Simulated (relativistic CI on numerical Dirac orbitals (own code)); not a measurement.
# Hf⁵⁶⁺: how the levels respond to the fine-structure constant and the nuclear radius

How sensitive are the low transitions of Hf⁵⁶⁺ to a change of α? Wanted is q = dE/dx with x = (α/α0)² − 1, and the field-shift factor by the mean square nuclear radius, for the lowest 30 levels.

Method: Dirac-Coulomb-Breit CI, KLI orbitals optimised for each configuration, derivatives by finite differences. Code: relativistic CI on numerical Dirac orbitals (own code) version 4.

**1. The atom as given**

| Quantity | Value |
| --- | --- |
| ion | Hf⁵⁶⁺ (Hf LVII) |
| nuclear charge | 72 |
| electrons | 16 |
| isotope | A = 180 |
| first configuration | [Ne] 3s2 3p4 |

Outer shells as boxes (Hund's rule):

[Ne] 3s2 3p4
```
[Ne] core
3s [↑↓]
3p [↑↓][↑ ][↑ ]
```

**2. The run**

Settings, as recorded:

```ini
atom Hf  Z=72  charge=56  electrons=16
nucleus A=180  rms_radius_fm=5.3470
hamiltonian dirac-coulomb  breit=on  qed=off  c_scale=1
orbitals kli  potential=per-configuration
slater_scale 1
correlation none
mixing on
configurations
  [Ne] 3s2 3p4
  [Ne] 3s 3p5
  [Ne] 3s2 3p3 3d
  [Ne] 3p6
  [Ne] 3s 3p4 3d
  [Ne] 3p5 3d
  [Ne] 3p4 3d2
  [Ne] 3p3 3d3
end
derivatives alpha2 +-0.01 radius +-1%
```

Run with:

```console
$ python run_levels.py task.json out
```

task.json lists these runs, among others, and the program works through them in turn.

From the run's result record (rounded, not every field):

```text
{
  "status": "converged",
  "levels [i, E_cm, J2, conf, term, w_term]": [
    [0, 0, 4, "3s2 3p4", "3P", 0.6855],
    [1, 171231.14, 0, "3s2 3p4", "1S", 0.6363],
    [2, 1836299, 4, "3s2 3p3 3d", "3D*", 0.3162],
    [3, 1904827.9, 2, "3s2 3p3 3d", "3D*", 0.3244],
    [4, 1906704.5, 6, "3s2 3p3 3d", "3F*", 0.2793],
    [5, 1907094.7, 0, "3s2 3p3 3d", "3P*", 0.6142],
    [6, 2435069.2, 8, "3s2 3p3 3d", "3F*", 0.4973],
    [7, 2452568.2, 2, "3s2 3p4", "3P", 0.9942],
    [8, 2492600.9, 4, "3s2 3p3 3d", "3D*", 0.3351],
    [9, 2530602.3, 4, "3s2 3p4", "1D", 0.6838],
    [10, 2649997.4, 6, "3s2 3p3 3d", "3D*", 0.4139],
    [11, 2733539.2, 2, "3s2 3p3 3d", "3D*", 0.3584],
    [12, 3919574, 4, "3s 3p5", "3P*", 0.8324],
    [13, 4069897.7, 2, "3s 3p5", "1P*", 0.3404],
    [14, 4219119.7, 4, "3s2 3p3 3d", "3F*", 0.4465],
    [15, 4234337.4, 0, "3s2 3p3 3d", "5D*", 0.5303],
    [16, 4247140.5, 2, "3s2 3p3 3d", "3D*", 0.4674],
    [17, 4282240.2, 6, "3s2 3p3 3d", "3G*", 0.3326],
    [18, 4348094, 8, "3s2 3p3 3d", "3G*", 0.503],
    [19, 4449431.2, 4, "3s2 3p3 3d", "3F*", 0.6579],
    [20, 4578807.4, 6, "3s2 3p3 3d", "3D*", 0.4272],
    [21, 4641363.6, 4, "3s2 3p3 3d", "3D*", 0.2903],
    [22, 4678110.5, 2, "3s2 3p3 3d", "3S*", 0.4047],
    [23, 4783850, 2, "3s2 3p3 3d", "3D*", 0.3524],
    [24, 4787170.6, 8, "3s2 3p3 3d", "5D*", 0.5281],
    [25, 4787456, 6, "3s2 3p3 3d", "3D*", 0.526],
    [26, 4890447.2, 8, "3s2 3p3 3d", "3F*", 0.7267],
    [27, 4912992.9, 10, "3s2 3p3 3d", "3G*", 0.9998],
    [28, 4920382, 2, "3s2 3p3 3d", "3D*", 0.4375],
    [29, 4941192.9, 0, "3s2 3p3 3d", "1S*", 0.5185]
  ],
  "sensitivity [i, q_alpha_cm, field_shift_GHz_per_fm2]": [
    [0, 0, 0],
    [1, 9924, 0.0908],
    [2, 1.014e+05, 23.28],
    [3, 1.183e+05, 0.2974],
    [4, 1.077e+05, 28.44],
    [5, 1.107e+05, 27.39],
    [6, 6.772e+05, 40.34],
    [7, 3.001e+06, -367.6],
    [8, 7.256e+05, -43.52],
    [9, 2.995e+06, -369.1],
    [10, 7.011e+05, 35.98],
    [11, 7.171e+05, 20.59],
    [12, 3.263e+06, -5281],
    [13, 3.225e+06, -3753],
    [14, 3.082e+06, -323.1],
    [15, 3.089e+06, -339.8],
    [16, 3.118e+06, -1054],
    [17, 3.083e+06, -319.2],
    [18, 3.067e+06, -319.1],
    [19, 3.098e+06, -395.4],
    [20, 3.091e+06, -317.2],
    [21, 3.129e+06, -932.6],
    [22, 3.167e+06, -941.4],
    [23, 3.164e+06, -1274],
    [24, 3.653e+06, -307],
    [25, 3.658e+06, -308.2],
    [26, 3.657e+06, -307.7],
    [27, 3.654e+06, -307.4],
    [28, 3.695e+06, -434.9],
    [29, 3.701e+06, -418.4]
  ],
  "n_levels_all": 30,
  "configurations [conf, odd, states]": [
    ["3s2 3p4", 0, 15],
    ["3s 3p5", 1, 12],
    ["3s2 3p3 3d", 1, 200],
    ["3p6", 0, 1],
    ["3s 3p4 3d", 0, 300],
    ["3p5 3d", 1, 60],
    ["3p4 3d2", 0, 675],
    ["3p3 3d3", 1, 2400]
  ]
}
```

Wall time 1.7 s (1 thread of Neoverse-N1, shared host).

The relative sensitivity K = 2q/E of the transition from the lowest level:

```csv
level,energy (eV),q (cm⁻¹),K,field shift (GHz/fm²)
3p4 [3p3/2^2] J=0,21.23,9924,0.116,0.0908
3p3 3d [3p3/2 3d3/2] J=2°,227.67,101400,0.110,23.3
3p3 3d [3p3/2 3d3/2] J=1°,236.17,118300,0.124,0.297
3p3 3d [3p3/2 3d3/2] J=3°,236.40,107700,0.113,28.4
3p3 3d [3p3/2 3d3/2] J=0°,236.45,110700,0.116,27.4
3p3 3d [3p3/2 3d5/2] J=4°,301.91,677200,0.556,40.3
3p4 3P1,304.08,3.001e+06,2.447,-368
3p3 3d [3p3/2 3d5/2] J=2°,309.04,725600,0.582,-43.5
3p4 [3p1/2 3p3/2^3] J=2,313.75,2.995e+06,2.367,-369
3p3 3d [3p3/2 3d5/2] J=3°,328.56,701100,0.529,36
3p3 3d [3p3/2 3d5/2] J=1°,338.92,717100,0.525,20.6
3s 3p5 3P°2,485.97,3.263e+06,1.665,-5.28e+03
3s 3p5 [3s 3p3/2^3] J=1°,504.60,3.225e+06,1.585,-3.75e+03
3p3 3d [3p1/2 3p3/2^2 3d3/2] J=2°,523.10,3.082e+06,1.461,-323
3p3 3d [3p1/2 3p3/2^2 3d3/2] J=0°,524.99,3.089e+06,1.459,-340
3p3 3d [3p1/2 3p3/2^2 3d3/2] J=1°,526.58,3.118e+06,1.468,-1.05e+03
3p3 3d [3p1/2 3p3/2^2 3d3/2] J=3°,530.93,3.083e+06,1.440,-319
```

**3. Outcome**

```
                                         quantity                                               value
                                     lowest level                                   3p4 [3p3/2^2] J=2
              largest q in size, lowest 30 levels  3.701e+06 cm⁻¹ (3p3 3d [3p1/2 3p3/2^2 3d5/2] J=0°)
largest K in size within the lowest configuration                                      2.45 (3p4 3P1)
            largest field-shift factor among them                     -5.28e+03 GHz/fm² (3s 3p5 3P°2)
```

**Reading.** Among these levels the largest q belongs to 3p3 3d [3p1/2 3p3/2^2 3d5/2] J=0°, a change of configuration. K = 2q/E, the relative sensitivity of a level, hangs on the computed energy: between configurations that lie close it can be off by a factor of several.
